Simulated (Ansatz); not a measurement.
# Ag (fcc type): how the settings move a single-point run

How sensitive is a single-point run of Ag (fcc type) to its settings? A reference run comes first, then one run with altered input.

Method: reference: DFT, PBEsol, PAW with Ansatz's default frozen-core files, scalar-relativistic, in Ansatz 0.2.0.

## 1. The structure to begin with

It takes space group Fm-3m (No. 225, cubic). The conventional cell has a = 3.107 Å, b = 3.107 Å, c = 3.107 Å, α = 90.00°, β = 90.00°, γ = 90.00°. Ag (site symmetry m-3m) has 12 Ag at 2.20 Å as nearest neighbours.

Coordinates:

```cif
data_structure
_symmetry_space_group_name_H-M 'Fm-3m'
_symmetry_Int_Tables_number 225
_cell_length_a 3.1068
_cell_length_b 3.1068
_cell_length_c 3.1068
_cell_angle_alpha 90.000
_cell_angle_beta 90.000
_cell_angle_gamma 90.000
_cell_volume 29.99
loop_
_atom_site_label
_atom_site_type_symbol
_atom_site_symmetry_multiplicity
_atom_site_Wyckoff_symbol
_atom_site_fract_x
_atom_site_fract_y
_atom_site_fract_z
_atom_site_occupancy
Ag1 Ag 4 a 0.00000 0.00000 0.00000 1
```

## 2. Baseline

Input file input.yaml:

```yaml
crystal:
  lattice:
    - [0.0, 1.5534236227, 1.5534236227]
    - [1.5534236227, 0.0, 1.5534236227]
    - [1.5534236227, 1.5534236227, 0.0]
  atoms:
    - { symbol: Ag, position: [0.0, 0.0, 0.0] }
kpoints:
  mp_grid: { grid: [16, 16, 16] }
scf:
  occupations: { method: fermi_dirac, width: 0.1 }
hamiltonian:
  xc: pbesol
  pseudopotentials: { kind: paw }
output:
  forces: true
  stress: true
  eigenvalues: true
  write_density: true
  write_potential: true
  elf: true
  volumetric_format: npy
basis:
  ecutwfc: 800
```

Command:

```console
$ ansatz run input.yaml --threads 1 --pin off --max-ram 2048MiB --backend cpu --events-out ev --progress --plain --runs-dir out
```

## 3. Changed: scf.algorithm density_mixing, mixing.algorithm anderson, mixing.beta 0.3

input.yaml: that of step 2 with these lines changed.

```diff
@@ -11,2 +11,4 @@
   occupations: { method: fermi_dirac, width: 0.1 }
+  algorithm: density_mixing
+  mixing: { algorithm: anderson, beta: 0.3 }
 hamiltonian:
@@ -18,6 +20,2 @@
   eigenvalues: true
-  write_density: true
-  write_potential: true
-  elf: true
-  volumetric_format: npy
 basis:
```

What does the calculation give? Wanted: for each run, ending; energy change; pressure; gap; force.

**Answer**, as computed:

| run | ending | energy change | pressure (GPa) | gap (eV) | force (eV/Å) | cycles | time |
| --- | --- | --- | --- | --- | --- | --- | --- |
| reference | converged | 0 | 822.9 | 0.00 | 0.00 | 6 | 2.1 s |
| 1: scf.algorithm density_mixing, mixing.algorithm anderson, mixing.beta 0.3 | converged | 0.0 meV/atom | 822.9 | 0.00 | 0.00 | 6 | 1.5 s |

Times don't compare one to one where runs were asked for different outputs or read a saved state (see the inputs); cycles may leave out searches for a lower state.

Residual by cycle in the longest SCF loop of each run; runs are numbered as in the table. The quantity is the density residual dr2, in eV.

```
cycle  reference    run 1
    1    0.00386  0.00386
    2     9.1e-4  0.00184
    3     1.7e-5   5.9e-6
    4     4.9e-7   2.9e-6
    5     6.0e-9   1.7e-7
    6    3.0e-11   1.1e-9
```

Energy and cycle count are those of the reference, so the change (solver and mixing) left the result and the number of cycles as they were. The structure is not at rest: the sound run finds 823 GPa, so these are no properties of the relaxed crystal. 
